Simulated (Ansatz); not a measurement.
# Ta4C: the cost of one run

Program: Ansatz 0.2.0. Level of theory: DFT PBEsol, scalar-relativistic, plane waves, PAW. These are calculated values, not measurements.

3 further runs of the same task are left out: 2 that didn't finish, 1 set aside as unsound or not needed. Runs told in other sessions of the task aren't counted.

**1. The structure to begin with**

It takes space group P4mm (No. 99, tetragonal). The conventional cell has a = 2.953 Å, b = 2.953 Å, c = 23.263 Å, α = 90.00°, β = 90.00°, γ = 90.00°. Around Ta (site symmetry 4mm) lie 8 Ta at 2.95 Å. Ta (site symmetry 4mm) is surrounded by 12 Ta at 2.95 to 3.04 Å. Around Ta (site symmetry 4mm) lie 12 Ta at 2.89 to 3.04 Å. Ta (site symmetry 4mm) has 8 Ta at 2.89 to 2.95 Å in its first shell of neighbours.

Coordinates:

```cif
data_structure
_symmetry_space_group_name_H-M 'P4mm'
_symmetry_Int_Tables_number 99
_cell_length_a 2.9526
_cell_length_b 2.9526
_cell_length_c 23.2634
_cell_angle_alpha 90.000
_cell_angle_beta 90.000
_cell_angle_gamma 90.000
_cell_volume 202.81
loop_
_atom_site_label
_atom_site_type_symbol
_atom_site_symmetry_multiplicity
_atom_site_Wyckoff_symbol
_atom_site_fract_x
_atom_site_fract_y
_atom_site_fract_z
_atom_site_occupancy
Ta1 Ta 1 b 0.50000 0.50000 0.36538 1
Ta2 Ta 1 a 0.00000 0.00000 0.45513 1
Ta3 Ta 1 b 0.50000 0.50000 0.55011 1
Ta4 Ta 1 a 0.00000 0.00000 0.63623 1
```

Planes are indexed in the bulk's conventional cell (Fm-3m (No. 225)), a = 4.176 Å, b = 4.176 Å, c = 4.176 Å, α = 90.00°, β = 90.00°, γ = 90.00°.

It is a (100) slab, 6.3 Å thick as cut, with 17 Å of vacuum; its outer planes are Ta (top) and Ta (bottom). An earlier relaxation, lower half held, gave -39222.1039 eV, work function 4.53 eV (top face), 4.63 eV (bottom face).

**2. C at the top (Ta) site**

File input.yaml:

```yaml
crystal:
  lattice:
    - [2.9525883348, 0.0, 0.0]
    - [0.0, 2.9525883348, 0.0]
    - [0.0, 0.0, 25.2633857008]
  atoms:
    - { symbol: Ta, position: [0.5, 0.5, 0.3364552994] }
    - { symbol: Ta, position: [0.0, 0.0, 0.4190964489] }
    - { symbol: Ta, position: [0.5, 0.5, 0.5065613038] }
    - { symbol: Ta, position: [0.0, 0.0, 0.585864131] }
    - { symbol: C, position: [0.0, 0.0, 0.6832382529] }
basis:
  ecutwfc: 420
kpoints:
  mp_grid: { grid: [10, 10, 1] }
hamiltonian:
  xc: pbesol
scf:
  occupations: { method: gaussian, width: 0.1 }
output:
  forces: true
  eigenvalues: true
relax:
  adjacent_minimum: "off"
  f_tol: 0.03
  max_steps: 70
  constraints: [{ sites: [0, 1] }]
efield:
  axis: 3
  dipole_correction: true
  ramp_width: 0.04
```

Started as:

```console
> ansatz run input.yaml --threads 2 --pin off --max-ram 5120MiB --backend cpu --events-out ev --progress --plain --runs-dir out
```

Q: Estimate wall time and peak memory on 2 threads of Intel Xeon 6975P-C (Granite Rapids), shared host.

About 22 s, with a peak of 0.55 GiB.
